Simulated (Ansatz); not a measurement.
**AgCl: a single-point run**

Wanted: a converged single-point run for AgCl, and a check of what comes out. The structure is shown as the input types it.

Computed with Ansatz 0.2.0 (density functional or hybrid calculation with the settings of its input, plane waves, unless a step's input says otherwise).

3 further runs of the same task are left out: 1 for a known fault of the program, 2 that didn't finish.

## (1) The starting structure

It takes space group Fm-3m (No. 225, cubic). Conventional cell: a = 5.546 Å, b = 5.546 Å, c = 5.546 Å, α = 90.00°, β = 90.00°, γ = 90.00°. Around Ag (site symmetry m-3m) lie 6 Cl at 2.77 Å. Cl (site symmetry m-3m) has 6 Ag at 2.77 Å as nearest neighbours.

The input asks for a charge of +1 e on the cell.

Coordinates:

```
Ag Cl
1.0
     0.00000    2.77318    2.77318
     2.77318    0.00000    2.77318
     2.77318    2.77318    0.00000
Ag Cl
1 1
Direct
  0.00000 0.00000 0.00000
  0.50000 0.50000 0.50000
```

## (2) Running it

input.yaml

```yaml
crystal:
  lattice:
    - [0.0, 2.7731838142, 2.7731838142]
    - [2.7731838142, 0.0, 2.7731838142]
    - [2.7731838142, 2.7731838142, 0.0]
  atoms:
    - { symbol: Ag, position: [0.0, 0.0, 0.0] }
    - { symbol: Cl, position: [0.5, 0.5, 0.5] }
kpoints:
  mp_grid: { grid: [6, 6, 6] }
hamiltonian:
  xc: pbe
scf:
  occupations: { method: fixed }
  n_extra_bands: 4
  max_iter: 56
output:
  forces: true
  stress: true
  eigenvalues: true
total_charge: 1
```

Command:

```
$ ansatz run input.yaml --threads 4 --pin off --max-ram 3686MiB --backend cpu --events-out ev --progress --plain --runs-dir out
```

**Question.** How will this run end, and is anything wrong with its input?

The program refused the input before any cycle. The line that matters: «inconsistent input (scf.occupations.method, magnetization): a σ = 0 step fill (method: fixed, or a smearing width below the step floor) cannot realise an odd electron count (25) without a locked total moment ...»

The typed charge leaves an electron count that fixed occupations can't fill in whole bands.

Remedy: remove the charge, or use smearing if the charged cell is meant.
